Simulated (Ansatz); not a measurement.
# LiTlSe2: a single-point run

The task is a single-point run on LiTlSe2. The structure is shown as the input types it. The cell is built on a prototype (ordering on zincblende) and needn't be the phase found in nature.

Program: Ansatz 0.2.0. Level of theory: density functional or hybrid calculation with the settings of its input, plane waves (as first typed). These are calculated values, not measurements.

2 further runs of the same task are left out: 2 that didn't finish.

### 1 The starting structure

Symmetry: P-4m2, No. 115, tetragonal system. Conventional cell: a = 4.264 Å, b = 4.264 Å, c = 5.980 Å, α = 90.00°, β = 90.00°, γ = 90.00°. Around Li (site symmetry -4m2) lie 4 Se at 2.53 Å. Se (site symmetry 2mm) is surrounded by 2 Li at 2.53 Å and 2 Tl at 2.68 Å. Tl (site symmetry -4m2) has 4 Se at 2.68 Å as nearest neighbours.

As a file:

```
CELL_PARAMETERS angstrom
4.26392 0.00000 0.00000
0.00000 4.26392 0.00000
0.00000 0.00000 5.98025
ATOMIC_POSITIONS crystal
Li 0.00000 0.00000 0.00000
Se 0.00000 0.50000 0.22921
Tl 0.50000 0.50000 0.50000
Se 0.50000 0.00000 0.77079
```

### 2 Input and run

Contents of input.yaml:

```yaml
crystal:
  lattice:
    - [4.263924813, 0.0, 0.0]
    - [0.0, 4.263924813, 0.0]
    - [0.0, 0.0, 5.9802485926]
  atoms:
    - { symbol: Li, position: [0.0, 0.0, 0.0] }
    - { symbol: Se, position: [0.0, 0.5, 0.2292133967] }
    - { symbol: Tl, position: [0.5, 0.5, 0.5] }
    - { symbol: Se, position: [0.5, 0.0, 0.7707866033] }
kpoints:
  mp_grid: { grid: [4, 4, 4] }
hamiltonian:
  xc: pbe
scf:
  occupations: { method: fixed }
  n_extra_bands: 5
  max_iter: 85
output:
  forces: true
  stress: true
  eigenvalues: true
basis:
  ecutwfc: 80
```

Run with:

```
> ansatz run input.yaml --threads 4 --pin off --max-ram 3686MiB --backend cpu --events-out ev --progress --plain --runs-dir out
```

**Question.** How will this run end, and is anything wrong with its input?

The run converged and reported no error, with warnings (band overlap at count, cutoff below recommended, metallic iterate). It gives a largest force of 16.3 eV/Å, which is large; a structure far from rest gives such values too, whatever the setting.

In the input, basis.ecutwfc is 80. With so few plane waves the basis is incomplete by a wide margin. The potentials' recommended cutoff is 420 eV.

The test: delete basis.ecutwfc (the default then holds).
